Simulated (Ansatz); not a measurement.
Run this with Ansatz 0.2.0 through its Python package and show what comes out.

Script `cas.py`:
```python
"""Active-space calculation on GeH4SSe."""

from dataclasses import dataclass

import ansatz as az


@dataclass
class Settings:
    basis: str = "def2-SVP"


opts = Settings()

GEOMETRY = """
S    -1.77630    0.44920   -1.15160
Ge    0.03090    0.47910    0.04980
Se    1.13110   -1.55940   -0.27960
H    -2.24970   -0.63210   -0.50470
H     0.95180    1.64500   -0.40930
H    -0.32640    0.66030    1.54800
H     2.29990   -1.11010    0.70170
"""

geometry = az.Crystal.molecule()
for line in GEOMETRY.strip().splitlines():
    symbol, *xyz = line.split()
    geometry = geometry.atom(symbol, [float(v) for v in xyz])

calc = geometry.calculation().basis(gaussian=opts.basis).correlation(active_electrons=6, active_orbitals=6)
for method in [None, "sc_nevpt2"]:
    data = (calc if method is None else calc.correlation(method)).run(threads=1, pin="off").report
    space = data["configurations"]
    state = space["states"][0]
    print(method or "casscf", f"total {data['free_energy_ev'] / 27.211386246:.6f} Ha, active-space state {state['energy']['hartree']:.6f} Ha, mean field {data['reference_energy_ev'] / 27.211386246:.6f} Ha")
    print("  determinants", state["n_determinants"], " natural occupations", [round(n, 3) for n in space["natural_occupations"]])
print("effectively unpaired electrons, sum of min(n, 2 - n):", round(sum(min(n, 2 - n) for n in space["natural_occupations"]), 3))
```

Running `python cas.py` prints:
```text
casscf total -4874.472398 Ha, active-space state -4874.472398 Ha, mean field -4874.423023 Ha
  determinants 400  natural occupations [1.979, 1.975, 1.96, 0.04, 0.025, 0.021]
RunWarning: the results are in doubt because another end's mean lies 0.105 eV lower, and its corrected mean 0.058 eV higher
sc_nevpt2 total -4875.026451 Ha, active-space state -4874.468519 Ha, mean field -4874.423023 Ha
  determinants 400  natural occupations [1.977, 1.977, 1.96, 0.041, 0.023, 0.021]
effectively unpaired electrons, sum of min(n, 2 - n): 0.171
```
(Warnings from the package without file and line.)

Total energies depend on the basis set; only differences at equal settings carry meaning. The geometry is a force-field or estimated start, not a minimum of this method, and the basis set is short of its limit. The active space starts as a window about the frontier orbitals and is then optimised, not chosen by chemistry. A lower CASSCF solution was found and passed over, so the printed active-space state isn't the lowest. Wall time of the script: 68 s on 1 thread of Arm Neoverse V1, with other jobs on the host, peak memory 0.37 GiB.

(Lines on the test bed's own set-up are left out of the output.)
